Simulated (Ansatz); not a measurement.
# C2H7ClOSi: the cost of one run

Program: Ansatz 0.2.0. Level of theory: RKS LDA/STO-3G. These are calculated values, not measurements.

### 1 The system as given

Bond lengths: C1–O2 1.409 Å, O2–C3 1.404 Å, C3–Si4 1.955 Å, C3–Cl5 1.796 Å, C1–H6 1.164 Å, C1–H7 1.051 Å, C1–H8 1.085 Å, C3–H9 1.094 Å, Si4–H10 1.464 Å, Si4–H11 1.494 Å, Si4–H12 1.452 Å. Angles (14 of 19 angles, heavy atoms first): C1–O2–C3 110.1°, O2–C3–Si4 118.1°, O2–C3–Cl5 109.3°, Si4–C3–Cl5 104.1°, O2–C1–H6 104.6°, O2–C1–H7 112.6°, O2–C1–H8 110.1°, O2–C3–H9 112.7°, Si4–C3–H9 107.7°, Cl5–C3–H9 103.5°, C3–Si4–H10 109.9°, C3–Si4–H11 105.3°, C3–Si4–H12 111.3°, H6–C1–H7 108.6°.

As a file:

```xyz
12

C    -1.9569   -0.2069    0.5220
O    -0.9270    0.4823   -0.1478
C     0.3251   -0.0087    0.2561
Si    1.8314    0.1837   -0.9748
Cl    0.8550    0.8621    1.7345
H    -2.9380    0.2995    0.1518
H    -1.9897   -1.2265    0.2704
H    -1.9090   -0.0062    1.5869
H     0.2863   -1.0546    0.5748
H     2.0081    1.5927   -1.3296
H     1.4457   -0.5890   -2.1944
H     3.0460   -0.3836   -0.4158
```

### 2 Relaxing the start

Input file input.yaml:

```yaml
crystal:
  periodic: [false, false, false]
  atoms:
    - { symbol: C, position_ang: [-1.9569, -0.2069, 0.522] }
    - { symbol: O, position_ang: [-0.927, 0.4823, -0.1478] }
    - { symbol: C, position_ang: [0.3251, -0.0087, 0.2561] }
    - { symbol: Si, position_ang: [1.8314, 0.1837, -0.9748] }
    - { symbol: Cl, position_ang: [0.855, 0.8621, 1.7345] }
    - { symbol: H, position_ang: [-2.938, 0.2995, 0.1518] }
    - { symbol: H, position_ang: [-1.9897, -1.2265, 0.2704] }
    - { symbol: H, position_ang: [-1.909, -0.0062, 1.5869] }
    - { symbol: H, position_ang: [0.2863, -1.0546, 0.5748] }
    - { symbol: H, position_ang: [2.0081, 1.5927, -1.3296] }
    - { symbol: H, position_ang: [1.4457, -0.589, -2.1944] }
    - { symbol: H, position_ang: [3.046, -0.3836, -0.4158] }
basis:
  gaussian: { orbitals: STO-3G }
hamiltonian:
  xc: lda
relax:
  f_tol: 0.02
  max_steps: 40
scf:
  lower_state_search: "off"
```

The run is started by

```bash
$ ansatz run input.yaml --threads 1 --pin off --max-ram 2048MiB --backend cpu --events-out ev --progress --plain --runs-dir out
```

What time and memory should one allow on 1 thread of Intel Xeon 6975P-C (Granite Rapids), shared host?

About 9.5 s, with a peak of 0.17 GiB.
